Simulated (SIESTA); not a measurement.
Wanted: the native input for a SIESTA 5.4.2 run.

- Task: single point
- Functional: WC
- Potentials or basis: PseudoDojo 0.4 standard (PBEsol files)
- Basis: DZP (energy shift 0.003 Ry; two zetas on semicore shells)
- Grid cutoff: 800 Ry
- Energy shift: 0.003 Ry
- k mesh: 8 × 8 × 1
- Occupations: fermi-dirac, width 0.05 eV
- Spin: collinear spin, ferromagnetic start
- Starting moments: [0.0, 0.0, 2.0, 0.0, 0.0] μB
- dipole correction: yes

Slab: CoPd2O2, a slab with vacuum.

```
Pd O Co
1.0
     2.84500    0.00000    0.00000
    -1.42250    2.46384    0.00000
     0.00000    0.00000   20.96000
Pd O Co
2 2 1
Direct
  0.66667 0.33333 0.35782
  0.33333 0.66667 0.64218
  0.66667 0.33333 0.45349
  0.33333 0.66667 0.54651
  0.00000 0.00000 0.50000
```

These files were run (other wordings do the same):

CoPd2O2.fdf

```
SystemName                      CoPd2O2
SystemLabel                     CoPd2O2
NumberOfSpecies                 3
NumberOfAtoms                   5
%block ChemicalSpeciesLabel
  1  46 Pd
  2   8 O
  3  27 Co
%endblock ChemicalSpeciesLabel

LatticeConstant                 1.0 Ang
%block LatticeVectors
     2.8449990154     0.0000000000     0.0000000000
    -1.4224995077     2.4638414211     0.0000000000
     0.0000000000     0.0000000000    20.9600000000
%endblock LatticeVectors
AtomicCoordinatesFormat         Fractional
%block AtomicCoordinatesAndAtomicSpecies
     0.6666666667     0.3333333333     0.3578244275  1  Pd
     0.6666666667     0.3333333333     0.4534943702  2  O
     0.0000000000     0.0000000000     0.5000000000  3  Co
     0.3333333333     0.6666666667     0.5465056298  2  O
     0.3333333333     0.6666666667     0.6421755725  1  Pd
%endblock AtomicCoordinatesAndAtomicSpecies

%block kgrid.MonkhorstPack
    8   0   0  0.0
    0   8   0  0.0
    0   0   1  0.0
%endblock kgrid.MonkhorstPack
XC.Functional                   GGA
XC.Authors                      WC
PAO.BasisSize                   DZP
PAO.EnergyShift                 0.003 Ry
Mesh.Cutoff                     800 Ry
Spin                            polarized
%block DM.InitSpin
    1   0.000
    2   0.000
    3   2.000
    4   0.000
    5   0.000
%endblock DM.InitSpin
OccupationFunction              FD
ElectronicTemperature           0.05 eV
Slab.DipoleCorrection           vacuum
MaxSCFIterations                200
SCF.MustConverge                false
SCF.Mixer.Method                Pulay
SCF.Mixer.Weight                0.1
SCF.Mixer.History               10
SCF.DM.Tolerance                5.0e-05
SCF.H.Tolerance                 1.0e-03 eV
WriteForces                     true
Charge.Mulliken                 end
%block PAO.Basis
  Pd 5
  n=4 0 2
    2.822 0.000
  n=5 0 2
    8.668 0.000
  n=4 1 2
    3.234 0.000
  n=5 1 1
    8.668
  n=4 2 2
    5.831 0.000
  Co 5
  n=3 0 2
    2.527 0.000
  n=4 0 2
    7.282 0.000
  n=3 1 2
    2.827 0.000
  n=4 1 1
    7.282
  n=3 2 2
    4.640 0.000
%endblock PAO.Basis
```

Potentials or basis: PseudoDojo 0.4 standard (PBEsol files), DZP (energy shift 0.003 Ry; two zetas on semicore shells).

Run with:

```sh
$ siesta < CoPd2O2.fdf > CoPd2O2.out 2>&1
```

It gave:

```json
{"Largest force": "0.646 eV/Å", "Band gap on the k mesh": "none (metal or under the smearing width)", "Net moment": "1.28 μB per cell", "Site moments": "Pd +0.42; O +0.07; Co +0.30 μB"}
```

Caveat: the potentials were made for another functional, which shifts forces and pressure; the basis of atomic orbitals isn't converged, which shifts pressures, moduli and gaps; semilocal functionals often make such compounds metallic where correlation or magnetic order opens a gap, which also shifts bond lengths.

Run time: 4.4 min on 1 thread of Arm Neoverse V2, with other jobs on the host, peak memory 0.54 GiB.
